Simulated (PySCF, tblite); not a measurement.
**C₅H₈O₂S: infrared bands and NMR shifts**

What infrared bands and NMR shifts should C₅H₈O₂S (`C=C1C[C@@H]1S(C)(=O)=O`) show?

The runs use tblite 0.8.0 and PySCF 2.14.0, with density-fitted response routines of our own; the level of theory stands in each step. All values are computed, except where a source is named. Atoms count from 0, in the outputs and in this text.

## (1) Starting geometry

16 atoms, charge 0, multiplicity 1; geometry from: GFN2-xTB.

Bonds of the start (Å): C0–C1 1.31, C1–C2 1.46, C2–C3 1.51, C3–S4 1.81, S4–C5 1.82, S4–O6 1.44, S4–O7 1.44, C3–C1 1.46, C0–H8 1.08, C0–H9 1.08, C2–H10 1.08, C2–H11 1.08, C3–H12 1.08, C5–H13 1.08, C5–H14 1.08, C5–H15 1.08.

## (2) Vibrational analysis with GFN2-xTB

What the job is given:

```
{"job": {"kind": "ir", "xc": "GFN2-xTB", "basis": "xTB"}, "charge": 0, "multiplicity": 1}
C     -1.588939     1.406895    -0.649804
C     -1.253912     0.427975     0.151633
C     -1.270893    -0.179675     1.477411
C     -0.551121    -0.839725     0.320178
S      1.252280    -0.767701     0.395151
C      1.728662     0.008628    -1.175275
O      1.756107    -2.113639     0.402355
O      1.639289     0.106319     1.468219
H     -2.181152     2.236865    -0.302276
H     -1.301641     1.418149    -1.688890
H     -0.629888     0.248357     2.236534
H     -2.178311    -0.627528     1.856773
H     -0.893241    -1.762546    -0.119921
H      1.310643    -0.583166    -1.978661
H      2.810110     0.010139    -1.226189
H      1.344408     1.019599    -1.178648
```

**Question.** This job is followed by: GIAO PBE0/pcSseg-1 NMR shielding, non-relativistic, gas phase. Predict these results of the whole session: strongest single infrared mode (GFN2-xTB); zero-point energy (GFN2-xTB); ¹³C shifts against TMS (PBE0/pcSseg-1); ¹H shifts against TMS (PBE0/pcSseg-1, means over atoms taken as alike); ³³S shifts against CS2 (PBE0/pcSseg-1); ¹⁷O shifts against H2O (PBE0/pcSseg-1).

As calculated:

| quantity | value |
| --- | --- |
| strongest single infrared mode (GFN2-xTB) | 1258 cm⁻¹, 497 km/mol |
| zero-point energy (GFN2-xTB) | 75.2 kcal/mol |
| ¹³C shifts against TMS (PBE0/pcSseg-1) | 134.5, 113.4, 46.3, 43.0, 11.5 ppm |
| ¹H shifts against TMS (PBE0/pcSseg-1, means over atoms taken as alike) | 5.96, 5.94, 2.96, 2.66, 2.23, 1.70 ppm |
| ³³S shifts against CS2 (PBE0/pcSseg-1) | 297 ppm |
| ¹⁷O shifts against H2O (PBE0/pcSseg-1) | 226.2, 205.8 ppm |

What this shows: No mode is imaginary among the 42: a minimum at this level. The strongest single mode, at 1258 cm⁻¹, has its largest shares on S4, O6 and O7 (the list is cut at 3 atoms). GFN2-xTB is a fitted tight-binding method: band positions and strengths are rough. Its intensities can rank the bands wrongly. C1 (fully substituted alkene carbon) lies farthest downfield among carbon, at 134.5 ppm; as expected for a trigonal carbon in a double bond. At PBE0/pcSseg-1: The widest tensor belongs to S4: span 306 ppm, with a paramagnetic part of -845 ppm.
